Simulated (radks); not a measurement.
# The series with 34 electrons, Se to Nb⁷⁺

What does a rising nuclear charge do to the levels of a fixed set of electrons? The series is run ion by ion, all in [Ar] 3d10 4s2 4p4.

Program: radks (a radial shooting solver on a logarithmic mesh, Libxc functionals) version 1. Level of theory: scalar-relativistic Kohn-Sham, PBE, spin-polarised, spherical densities, finite nucleus; open shells are filled with parallel spins first. These are calculated values, not measurements, unless marked.

## (1) The atom as given

| Item | Value |
| --- | --- |
| electrons | 34 |
| ions | Se, Br⁺, Kr²⁺, Rb³⁺, Sr⁴⁺, Zr⁶⁺, Nb⁷⁺ |
| configuration | [Ar] 3d10 4s2 4p4 |

Outer shells as boxes (Hund's rule):

[Ar] 3d10 4s2 4p4
```
[Ar] core
3d [↑↓][↑↓][↑↓][↑↓][↑↓]
4s [↑↓]
4p [↑↓][↑ ][↑ ]
```

## (2) Se

The run's settings:

```text
Z 34
configuration [Ar] 3d10 4s2 4p4
relativity scalar-relativistic
functional pbe,pbe
spin polarised
nucleus finite rms 4.14 fm
c 137.035999084
```

## (3) Br⁺

The run's settings:

```text
Z 35
configuration [Ar] 3d10 4s2 4p4 5s0 4d0
relativity scalar-relativistic
functional pbe,pbe
spin polarised
nucleus finite rms 4.1629 fm
c 137.035999084
```

## (4) Kr²⁺

The run's settings:

```text
Z 36
configuration [Ar] 3d10 4s2 4p4 5s0 4d0
relativity scalar-relativistic
functional pbe,pbe
spin polarised
nucleus finite rms 4.1884 fm
c 137.035999084
```

## (5) Rb³⁺

The run's settings:

```text
Z 37
configuration [Ar] 3d10 4s2 4p4 5s0 4d0
relativity scalar-relativistic
functional pbe,pbe
spin polarised
nucleus finite rms 4.2036 fm
c 137.035999084
```

## (6) Sr⁴⁺

The run's settings:

```text
Z 38
configuration [Ar] 3d10 4s2 4p4 5s0 4d0
relativity scalar-relativistic
functional pbe,pbe
spin polarised
nucleus finite rms 4.224 fm
c 137.035999084
```

## (7) Zr⁶⁺

The run's settings:

```text
Z 40
configuration [Ar] 3d10 4s2 4p4 5s0 4d0
relativity scalar-relativistic
functional pbe,pbe
spin polarised
nucleus finite rms 4.2694 fm
c 137.035999084
```

## (8) Nb⁷⁺

The run's settings:

```text
Z 41
configuration [Ar] 3d10 4s2 4p4 5s0 4d0
relativity scalar-relativistic
functional pbe,pbe
spin polarised
nucleus finite rms 4.324 fm
c 137.035999084
```

Q: Predict the outcome of this session. Wanted: for each run, ion; E; ε(3d down); ε(4s up); ε(4s down); ε(4p up); ε(4p down); <r>(4p down).

As calculated:

```csv
ion,E (hartree),ε(3d down) (eV),ε(4s up) (eV),ε(4s down) (eV),ε(4p up) (eV),ε(4p down) (eV),<r>(4p down) (bohr)
Se,-2429.97348,-52.887,-17.906,-16.354,-7.117,-5.605,2.344
Br⁺,-2605.96368,-77.677,-31.156,-29.334,-18.219,-16.421,1.979
Kr²⁺,-2788.82853,-106.58,-46.961,-44.893,-31.849,-29.800,1.747
Rb³⁺,-2978.56749,-139.22,-65.034,-62.736,-47.725,-45.446,1.579
Sr⁴⁺,-3175.18963,-175.40,-85.232,-82.716,-65.703,-63.206,1.447
Zr⁶⁺,-3589.14883,-257.92,-131.70,-128.77,-107.64,-104.73,1.250
Nb⁷⁺,-3806.52735,-304.12,-157.89,-154.76,-131.49,-128.39,1.173
```

In words: From Se to Nb⁷⁺ the 4p down level deepens by a factor 22.9 and shrinks by a factor 2.00. The order of these tabulated levels, which need not hold every outer shell, does not change along the series. The configuration is held, so it need not be the ground state of every ion.
